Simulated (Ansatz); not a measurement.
**Potassium, fcc under r²SCAN: ground state and equation of state**

What does r²SCAN give for potassium in the fcc structure? We relax it, solve it on a dense k-mesh, switch on spin-orbit coupling, then scale the cell to 7 volumes from 88 to 112 % of the relaxed one and try a fit of the equation of state. The k-meshes are 8×8×8 for the relaxation; 13×13×13 for the dense run; 8×8×8 for spin-orbit coupling; 9×9×9 for the volumes.

This is K in the fcc structure; at room conditions it is bcc.

Computed with Ansatz 0.2.0 (DFT r2SCAN, plane waves (500 eV) with PAW, scalar-relativistic; the PAW data stem from PBE, with regenerated cores, unless a step says otherwise).

### Step 1. The system as given

It takes space group Fm-3m (No. 225, cubic). The conventional cell has a = 6.583 Å, b = 6.583 Å, c = 6.583 Å, α = 90.00°, β = 90.00°, γ = 90.00°.

Coordinates:

```cif
data_structure
_symmetry_space_group_name_H-M 'Fm-3m'
_symmetry_Int_Tables_number 225
_cell_length_a 6.5831
_cell_length_b 6.5831
_cell_length_c 6.5831
_cell_angle_alpha 90.000
_cell_angle_beta 90.000
_cell_angle_gamma 90.000
_cell_volume 285.29
loop_
_atom_site_label
_atom_site_type_symbol
_atom_site_symmetry_multiplicity
_atom_site_Wyckoff_symbol
_atom_site_fract_x
_atom_site_fract_y
_atom_site_fract_z
_atom_site_occupancy
K1 K 4 a 0.00000 0.00000 0.00000 1
```

### Step 2. Geometry optimisation

input.yaml reads:

```yaml
crystal:
  lattice:
    - [0.0, 3.2915437429, 3.2915437429]
    - [3.2915437429, 0.0, 3.2915437429]
    - [3.2915437429, 3.2915437429, 0.0]
  atoms:
    - { symbol: K, position: [0.0, 0.0, 0.0] }
hamiltonian:
  xc: r2scan
  pseudopotentials:
    kind: paw
    azcp:
      K: "pseudopotentials/K.paw.azcp"
basis:
  ecutwfc: 500
  fft_grid_basis: typed
kpoints:
  mp_grid: { grid: [8, 8, 8], shift: [0, 0, 0] }
magnetization:
  spin_polarized: false
scf:
  occupations: { method: fermi_dirac, width: 0.1 }
relax:
  max_steps: 60
  f_tol: 0.01
  cell: {}
```

Run with:

```sh
$ ansatz run input.yaml --threads 1 --pin off --max-ram 3584MiB --backend cpu --events-out ev --progress --plain --runs-dir out
```

The runs that follow: The energy on a finer k-mesh; A two-component run at the same geometry; Volume × 0.88; Volume × 0.92; Volume × 0.96; Volume × 1.0; Volume × 1.04; Volume × 1.08; Volume × 1.12.

Before running it: what results should come out? Wanted: space group; conventional cell; volume; shortest distance; gap on the mesh; relative to bcc; V₀, B₀, B₀′.

As calculated:

```
                      quantity                         value
space group (spins left aside)               Fm-3m (No. 225)
             conventional cell                   a = 6.741 Å
                        volume                76.569 Å³/atom
             shortest distance                       4.766 Å
               gap on the mesh  none (levels filled in part)
               relative to bcc                   +2 meV/atom
                   V₀, B₀, B₀′  76.721 Å³/atom, 3.4 GPa, 3.7
```

**Reading.** From the guessed start the volume grew by 7.4 % in 4 steps. It lies 2 meV/atom above the element's reference form at the same level (bcc, from a run of its own), within what mesh and smearing can decide. Levels at the Fermi energy are filled in part, as in a metal. The total energy of the spin-orbit run lies +0.50 eV/atom from the scalar one, but the two kinds of run don't share a zero of energy: only differences within one kind count. B₀ comes out at 3.4 GPa, a soft solid. The symmetry was held, so the structure may be unstable against distortions that break it.
